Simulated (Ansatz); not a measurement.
# AsGe: the cost of one run

Computed with Ansatz 0.2.0, Gaussian basis. Level: def2-QZVPP, all electrons in the functionals, frozen cores in the correlation of double hybrids and RPA.

To be run: PBE, BLYP, r2SCAN, B97M-V, PBE0, B3LYP, wB97M-V, B2PLYP, at charge 1, singlet; charge 1, triplet.

4 further runs of the same task are left out: 4 set aside as unsound or not needed.

### Step 1. The system

The geometry is a PBE0/def2-TZVP stationary point (not a proven minimum). No spin-orbit coupling is included. The filled d shell of Ge, As may be among the frozen orbitals whatever the setting's name suggests; the logs give the count.

2 atoms, charge 1, spin multiplicity 1.

Atoms are counted from 1 here; the program's logs count them from 0.

Bond lengths: Ge1–As2 2.416 Å.

No dispersion term is added; B97M-V, wB97M-V hold VV10 nonlocal correlation. B3LYP takes the VWN-RPA correlation.

The geometry shown and the zero of energy belong to the point charge 1, singlet. The yardstick, RCCSD(T), and other wave-function levels (R restricted, U unrestricted, valence and pair active spaces) come from earlier runs.

### Step 2. PBE, charge 1, singlet

in.yaml reads:

```yaml
crystal:
  periodic: [false, false, false]
  atoms:
    - {symbol: Ge, position_ang: [0.000000, 0.000000, 0.000000]}
    - {symbol: As, position_ang: [0.000000, 0.000000, 2.416100]}
basis:
  gaussian: {orbitals: "def2-QZVPP.json"}
total_charge: 1
magnetization: {spin_polarized: true, initial_magnetization: 0}
hamiltonian: {xc: {name: PBE}}
output: {orbitals: {seedname: orbitals}}
```

Launch:

```sh
ansatz run in.yaml --threads 1 --pin off --events-out ev --progress --plain --max-ram 2393MiB
```

**Question.** How long does this run take on 1 thread of Arm Neoverse V1, shared host, and how much memory does it need?

About 41 s, with a peak of 0.41 GiB.
